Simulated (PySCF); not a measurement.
# C3H4BCl2N: the cost of one run

Computed with PySCF 2.14.0, with density-fitted response routines of our own, on a single molecule in the gas phase. Atoms are numbered from 0 throughout.

### 1 The starting structure

11 atoms, charge 0, multiplicity 1; geometry from: GFN2-xTB. The atoms were then displaced at random by about 0.01 Å, so the start is not that level's minimum.

Bonds of the start (Å): C0–C1 1.35, C1–C2 1.46, C2–N3 1.28, C2–B4 1.61, B4–Cl5 1.70, B4–Cl6 1.72, C0–H7 1.07, C0–H8 1.05, C1–H9 1.08, N3–H10 1.05.

### 2 Geometry optimisation at PBE0-D3(BJ)/def2-SVP

What the job is given:

```
{"job": {"xc": "PBE0", "basis": "def2-SVP", "d3": "d3bj", "grid": 1, "shake": 0.01, "kind": "geom"}, "charge": 0, "multiplicity": 1}
C     -1.152500    -1.016990     0.756900
C     -1.022400     0.097680     0.014630
C      0.265150     0.618290    -0.436050
N      0.448750     1.678910    -1.126210
B      1.619170    -0.168810    -0.050010
Cl     2.093080    -1.534280    -0.940310
Cl     2.602860     0.385540     1.252000
H     -2.131310    -1.329600     1.053990
H     -0.333130    -1.577970     1.092830
H     -1.879760     0.681970    -0.284500
H     -0.471800     2.139430    -1.348930
```

Launch:

```bash
$ OMP_NUM_THREADS=1 python probes_run.py task.json out
```

This one command runs all jobs of the session in turn.

Q: Estimate the wall time and peak memory of this first job on 1 thread of Arm Neoverse V1, shared host.

About 1.7 min, with a peak of 0.54 GiB.
